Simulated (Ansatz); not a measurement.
**Alloy of AlN and SiC (21 of 48 Al sites, 21 of 48 N sites exchanged), 96 atoms**

How does this alloy cell relax, and what gap do PBEsol and HSE06 give?

Program: Ansatz 0.2.0, PAW, plane waves. These are calculated values, not measurements.

## 1. The starting cell

96 atoms (21 Si, 27 Al, 21 C, 27 N); a = 9.292 Å, b = 10.729 Å, c = 10.023 Å, α = 90.00°, β = 90.00°, γ = 90.00°. All atoms were shaken off their sites by about 0.02 Å along each axis.

Plan of the steps: (2) PBEsol cell relaxation at the single k point (¼, ¼, ¼), on 7 threads of Arm Neoverse-V2; (3) HSE06 single point at the Γ point alone, on 7 threads of Arm Neoverse-V2.

## 2. PBEsol relaxation of the cell and the positions

Input file in.yaml:

```yaml
crystal:
  lattice:
    - [9.291553, 0.000000, 0.000000]
    - [0.000000, 10.728962, 0.000000]
    - [0.000000, 0.000000, 10.023414]
  atoms:
    - { symbol: Si, position: [0.168924, 0.081695, 0.247521] }
    - { symbol: Si, position: [0.164956, 0.083867, 0.747959] }
    - { symbol: Si, position: [0.502800, 0.081035, 0.249595] }
    - { symbol: Si, position: [0.498908, 0.080874, 0.749499] }
    - { symbol: Si, position: [0.001133, 0.834720, 0.250139] }
    - { symbol: Si, position: [0.998664, 0.832571, 0.748437] }
    - { symbol: Si, position: [0.834119, 0.081943, 0.247429] }
    - { symbol: Si, position: [0.665435, 0.333667, 0.749511] }
    - { symbol: Si, position: [0.500619, 0.584507, 0.250028] }
    - { symbol: Si, position: [0.500567, 0.585673, 0.749254] }
    - { symbol: Si, position: [0.831778, 0.579932, 0.249692] }
    - { symbol: Si, position: [0.167308, 0.417562, 0.496175] }
    - { symbol: Si, position: [0.166047, 0.417830, 0.999671] }
    - { symbol: Si, position: [0.500254, 0.415364, 0.998138] }
    - { symbol: Si, position: [0.333450, 0.667239, 0.499028] }
    - { symbol: Si, position: [0.336363, 0.666847, 0.997448] }
    - { symbol: Si, position: [0.167989, 0.915349, 0.998636] }
    - { symbol: Si, position: [0.831006, 0.417406, 0.501479] }
    - { symbol: Si, position: [0.496799, 0.916435, 0.493917] }
    - { symbol: Si, position: [0.499497, 0.915574, 0.998105] }
    - { symbol: Si, position: [0.834444, 0.913139, 0.501204] }
    - { symbol: Al, position: [0.994844, 0.328955, 0.245979] }
    - { symbol: Al, position: [0.001162, 0.337047, 0.749189] }
    - { symbol: Al, position: [0.333151, 0.331955, 0.249202] }
    - { symbol: Al, position: [0.333173, 0.334158, 0.749209] }
    - { symbol: Al, position: [0.167598, 0.584118, 0.246244] }
    - { symbol: Al, position: [0.165650, 0.581098, 0.751933] }
    - { symbol: Al, position: [0.834412, 0.081136, 0.751032] }
    - { symbol: Al, position: [0.667671, 0.330147, 0.247370] }
    - { symbol: Al, position: [0.327912, 0.831582, 0.247575] }
    - { symbol: Al, position: [0.336269, 0.832278, 0.748481] }
    - { symbol: Al, position: [0.834346, 0.583745, 0.748942] }
    - { symbol: Al, position: [0.668603, 0.838429, 0.246889] }
    - { symbol: Al, position: [0.663630, 0.832885, 0.744075] }
    - { symbol: Al, position: [0.002627, 0.167360, 0.496996] }
    - { symbol: Al, position: [0.001148, 0.165573, 0.998509] }
    - { symbol: Al, position: [0.330243, 0.166902, 0.499905] }
    - { symbol: Al, position: [0.330696, 0.165806, 0.997610] }
    - { symbol: Al, position: [0.000778, 0.666760, 0.496494] }
    - { symbol: Al, position: [0.998854, 0.665728, 0.997078] }
    - { symbol: Al, position: [0.664705, 0.165429, 0.493475] }
    - { symbol: Al, position: [0.671479, 0.165404, 0.000430] }
    - { symbol: Al, position: [0.499251, 0.418140, 0.499716] }
    - { symbol: Al, position: [0.167556, 0.913100, 0.497617] }
    - { symbol: Al, position: [0.832506, 0.418088, 0.000284] }
    - { symbol: Al, position: [0.664644, 0.665013, 0.499260] }
    - { symbol: Al, position: [0.665837, 0.669398, 0.999753] }
    - { symbol: Al, position: [0.831830, 0.918324, 0.999291] }
    - { symbol: C, position: [0.999047, 0.165379, 0.189391] }
    - { symbol: C, position: [0.002917, 0.168459, 0.688785] }
    - { symbol: C, position: [0.998931, 0.667121, 0.188805] }
    - { symbol: C, position: [0.001553, 0.667395, 0.691419] }
    - { symbol: C, position: [0.664442, 0.169957, 0.688686] }
    - { symbol: C, position: [0.502827, 0.415798, 0.191109] }
    - { symbol: C, position: [0.665935, 0.666891, 0.188161] }
    - { symbol: C, position: [0.662499, 0.666558, 0.686716] }
    - { symbol: C, position: [0.833653, 0.914424, 0.189770] }
    - { symbol: C, position: [0.003063, 0.331520, 0.440303] }
    - { symbol: C, position: [0.999234, 0.330684, 0.937691] }
    - { symbol: C, position: [0.500219, 0.082039, 0.437152] }
    - { symbol: C, position: [0.498632, 0.083191, 0.936958] }
    - { symbol: C, position: [0.332869, 0.334935, 0.440623] }
    - { symbol: C, position: [0.330811, 0.332575, 0.937536] }
    - { symbol: C, position: [0.002213, 0.832877, 0.440508] }
    - { symbol: C, position: [0.667386, 0.335573, 0.937011] }
    - { symbol: C, position: [0.498339, 0.584115, 0.439304] }
    - { symbol: C, position: [0.334113, 0.832759, 0.437893] }
    - { symbol: C, position: [0.333030, 0.835097, 0.937554] }
    - { symbol: C, position: [0.669096, 0.834385, 0.938923] }
    - { symbol: N, position: [0.332417, 0.164371, 0.189411] }
    - { symbol: N, position: [0.333472, 0.167073, 0.691917] }
    - { symbol: N, position: [0.161263, 0.418143, 0.189219] }
    - { symbol: N, position: [0.170276, 0.416644, 0.689643] }
    - { symbol: N, position: [0.668832, 0.163441, 0.188237] }
    - { symbol: N, position: [0.496355, 0.416921, 0.691463] }
    - { symbol: N, position: [0.333182, 0.667227, 0.190676] }
    - { symbol: N, position: [0.330497, 0.666310, 0.687631] }
    - { symbol: N, position: [0.166346, 0.915118, 0.190757] }
    - { symbol: N, position: [0.168352, 0.916715, 0.689385] }
    - { symbol: N, position: [0.836057, 0.415183, 0.189851] }
    - { symbol: N, position: [0.833207, 0.415457, 0.689458] }
    - { symbol: N, position: [0.497634, 0.914832, 0.187124] }
    - { symbol: N, position: [0.498315, 0.914965, 0.690066] }
    - { symbol: N, position: [0.832152, 0.914557, 0.690981] }
    - { symbol: N, position: [0.168464, 0.080383, 0.438681] }
    - { symbol: N, position: [0.165468, 0.080982, 0.942687] }
    - { symbol: N, position: [0.168211, 0.581738, 0.442168] }
    - { symbol: N, position: [0.165965, 0.587530, 0.939740] }
    - { symbol: N, position: [0.001404, 0.830437, 0.938795] }
    - { symbol: N, position: [0.834698, 0.080869, 0.437204] }
    - { symbol: N, position: [0.834442, 0.084060, 0.939949] }
    - { symbol: N, position: [0.665539, 0.334091, 0.441752] }
    - { symbol: N, position: [0.501479, 0.584824, 0.937556] }
    - { symbol: N, position: [0.832529, 0.584840, 0.437289] }
    - { symbol: N, position: [0.833972, 0.585404, 0.935633] }
    - { symbol: N, position: [0.667436, 0.834004, 0.438476] }
  symmetry: { detect: false }
kpoints:
  mp_grid: { grid: [1, 1, 1], shift: [0.25, 0.25, 0.25] }
hamiltonian:
  xc: pbesol
scf:
  occupations: { method: fermi_dirac, width: 0.01 }
relax:
  f_tol: 0.03
  max_steps: 80
  escape_saddle: false
  adjacent_minimum: "off"
  cell: { fix: [alpha, beta, gamma] }
output:
  forces: true
  eigenvalues: true
  populations: true
```

On the command line:

```
$ ansatz run in.yaml --threads 7 --pin off --max-ram 26600MiB --runs-dir r --events-out ev --progress --plain
```

The runs that follow: HSE06 on the final geometry.

Q: Predict the outcome of this session. Wanted: for each run, top filled to lowest empty.

The runs gave:

| level | time | k points | top filled to lowest empty (eV) |
| --- | --- | --- | --- |
| PBEsol, relaxation | 90 s (7 CPU threads) | (¼, ¼, ¼) | 3.13 |
| HSE06 | 3.9 min (7 CPU threads) | Γ | 4.08 |

| quantity | value |
| --- | --- |
| relaxation | 7 recorded steps, 9.23 eV gained |
| largest shift | 0.20 Å (N71) |
| relaxed cell | a = 9.308 Å, b = 10.778 Å, c = 10.019 Å, α = 90.00°, β = 90.00°, γ = 90.00° |
| mean bonds | Al–C 1.956, Al–N 1.946, C–Si 1.826, N–Si 1.831 Å |

**What this shows.** Relaxation gains 9.23 eV, with shifts up to 0.20 Å (N71), while the volume changes by +0.6 %. The mean lengths of the listed bonds run from C–Si 1.83 Å to Al–C 1.96 Å. The relaxation ran on other k points, so part of any difference from the later rows can come from the mesh. With one k point the spacing samples only the states that fold onto it, so it can exceed the gap over the zone.
